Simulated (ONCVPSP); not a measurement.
# Pseudopotential generation for terbium: ONCV, LDA (Perdew-Zunger)

Aim: build the potential from the settings below, then test how well it stands in for the atom: other configurations, scattering, ghost states and the plane-wave cutoff that it needs.

The numbers are computed with ONCVPSP 4.0.1 (LDA (Perdew-Zunger), non-relativistic, spin-unpolarised reference atom).

5 further runs of the same task are left out: 5 that didn't finish.

### Step 1. Settings

The settings as typed:

| Quantity | Value |
| --- | --- |
| element | terbium (Tb, Z = 65) |
| type | optimised norm-conserving Vanderbilt (ONCV) |
| frozen core | [Kr] 4d10 4f8 |
| valence charge | 11 |
| reference configuration | 5s2 5p6 5d1 6s2 |
| partial waves | 5s+6s: rc 2.40 bohr, ncon 4, nbas 7, qcut 5 1/bohr, 3 projectors, debl 3.4 Ha; 5p: rc 3.06 bohr, ncon 5, nbas 9, qcut 4.3 1/bohr, 1 projector; 5d: rc 3.92 bohr, ncon 5, nbas 10, qcut 3.8 1/bohr, 1 projector |
| local potential | polynomial inside 2.34 bohr (lpopt 5, dvloc0 0 Ha) |
| core correction | Teter function, fcfact 2.5, rcfact 1.1 |

The nodes and maxima of the atom's own shells, from an earlier all-electron run, set the scale for the radii.

All-electron outer shells of the reference configuration (LDA (Perdew-Zunger), non-relativistic, ld1.x):

| shell | level (eV) | outermost node (bohr) | outermost maximum (bohr) |
| --- | --- | --- | --- |
| 5s | -44.79 | 0.68 | 1.25 |
| 5p | -27.16 | 0.71 | 1.37 |
| 4f | -13.73 | – | 0.54 |
| 6s | -3.96 | 1.68 | 3.54 |
| 5d | -3.38 | 0.77 | 1.89 |
| 6p | -1.51 | 1.94 | 4.60 |

### Step 2. Generation

Input file Tb.dat:

```
# ATOM AND REFERENCE CONFIGURATION
# atsym  z   nc   nv     iexc    psfile
  Tb 65.00   10    4        3      upf
#
#   n    l    f
    1    0    2.00
    2    0    2.00
    2    1    6.00
    3    0    2.00
    3    1    6.00
    3    2   10.00
    4    0    2.00
    4    1    6.00
    4    2   10.00
    4    3    8.00
    5    0    2.00
    5    1    6.00
    5    2    1.00
    6    0    2.00
#
# PSEUDOPOTENTIAL AND OPTIMIZATION
# lmax
    2
#
#   l,   rc,      ep,       ncon, nbas, qcut
    0    2.40    0.00    4    7    5.00
    1    3.06    0.00    5    9    4.30
    2    3.92    0.00    5   10    3.80
#
# LOCAL POTENTIAL
# lloc, lpopt,  rc(5),   dvloc0
    4    5    2.34    0.00
#
# VANDERBILT-KLEINMAN-BYLANDER PROJECTORs
# l, nproj, debl
    0    3    3.40
    1    1    3.90
    2    1    3.00
#
# MODEL CORE CHARGE
# icmod, fcfact, rcfact
    3    2.50    1.10
#
# LOG DERIVATIVE ANALYSIS
# epsh1, epsh2, depsh
   -3.00    5.00    0.02
#
# OUTPUT GRID
# rlmax, drl
    6.00    0.01
#
# TEST CONFIGURATIONS
# ncnf
    4
# nvcnf
#   n    l    f
    4
    5    0    2.00
    5    1    6.00
    5    2    1.00
    6    0    1.00
#
    4
    5    0    2.00
    5    1    6.00
    5    2    1.00
    6    0    0.00
#
    4
    5    0    2.00
    5    1    6.00
    5    2    0.00
    6    0    0.00
#
    4
    5    0    2.00
    5    1    6.00
    5    2    1.50
    6    0    1.50
#
```

Launch:

```console
$ oncvpspnr.x < Tb.dat > Tb.out
```

What does the calculation give? Wanted: cutoffs for 1 and 0.1 mHa per electron, occupied waves; bound ghosts; GHOST(+) flags; largest test error; largest phase difference near zero energy, channels read; rms error of d²Exc/dn², without and with the model core.

The runs gave:

| quantity | value |
| --- | --- |
| cutoffs for 1 and 0.1 mHa per electron, occupied waves | 8.3 Ha and 10 Ha |
| bound ghosts | none found |
| GHOST(+) flags | none at low energy |
| largest test error (AE − PS) | +118 meV, for 5s2 5p6 5d0 6s0 |
| largest phase difference near zero energy, channels read | 0.175 rad |
| rms error of d²Exc/dn², without and with the model core | 5.43 and 3.31 mHa |

What this shows: By total energies transferability is poor: the largest error is 118 meV on 38.8 eV, for 5s2 5p6 5d0 6s0. The potential is soft on the atom at that tolerance: the looser tolerance needs 8.3 Ha. It is free of bound ghosts as far as tested. Of the channels read, p scatters worst near zero energy, by up to 0.17 rad. Note that the frozen 4f shell (-14 eV) lies higher than the valence 5s shell (-45 eV). A non-relativistic atom is unphysical at this Z; the numbers test the scheme, not the element.
